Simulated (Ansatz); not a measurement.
Predict the output of the script below (Ansatz 0.2.0 through its Python package).

`input.yaml`
```yaml
crystal:
  periodic: [false, false, false]
  atoms:
    - { symbol: B, position_ang: [-1.4727, 0.9399, -0.6748] }
    - { symbol: Si, position_ang: [0.2829, 0.6285, -0.0809] }
    - { symbol: C, position_ang: [0.4614, -0.8304, 0.9802] }
    - { symbol: "N", position_ang: [0.7552, -1.1301, -0.396] }
    - { symbol: H, position_ang: [-1.7805, 0.9043, -1.8536] }
    - { symbol: H, position_ang: [-2.3622, 1.2767, 0.0939] }
    - { symbol: H, position_ang: [1.4583, 1.4432, -0.5192] }
    - { symbol: H, position_ang: [1.4723, -0.8521, 1.5813] }
    - { symbol: H, position_ang: [-0.4419, -1.2489, 1.4347] }
    - { symbol: H, position_ang: [1.7101, -1.1823, -0.5626] }
basis:
  gaussian: { orbitals: def2-SVP }
correlation:
  method: mp2
```

`deck_ch6bnsi.py`
```python
# -*- coding: utf-8 -*-
'''Run CH6BNSi from an input written out key by key.'''

import ansatz


def main():
    session = ansatz.Session.from_deck('input.yaml')
    data = session.plan(threads=1).execute().report

    print('reference energy %16.6f eV' % data['reference_energy_ev'])
    print('total energy     %16.6f eV' % data['free_energy_ev'])
    print('occupied orbitals outside the frozen core (up, down):', data['n_occupied'], ' frozen:', data['n_frozen'], ' virtual:', data['n_virtual'])
    symbols = ['B', 'Si', 'C', 'N', 'H', 'H', 'H', 'H', 'H', 'H']
    parts = data['correlation']
    for name in ('random_phase', 'coupled_cluster', 'perturbative'):
        if name in parts:
            print(f'{name:16s} {parts[name]["energy"]["hartree"]:12.7f} Ha')
    if 'second_order' in parts:
        pair = parts['second_order']
        print(f'MP2 same spin {pair["same_spin"]["hartree"]:.7f} Ha, opposite spin {pair["opposite_spin"]["hartree"]:.7f} Ha')


if __name__ == '__main__':
    main()
```

```console
$ python deck_ch6bnsi.py
reference energy    -11132.860195 eV
total energy        -11146.123214 eV
occupied orbitals outside the frozen core (up, down): [11, 11]  frozen: 8  virtual: [71, 71]
MP2 same spin -0.1077043 Ha, opposite spin -0.3797027 Ha
```

Reading the output:
- Total energies depend on the basis set; only differences at equal settings carry meaning.
- The geometry is a force-field or estimated start, not a minimum of this method, and the basis set is short of its limit.
- Hardware and time: 2 s on 1 thread of Intel(R) Xeon(R) Platinum 8488C (Sapphire Rapids), on a shared host, peak memory 0.18 GiB.

(A comment or docstring line of the script was reworded after the run, the code is as it ran; lines on the test bed's own set-up are left out of the output.)
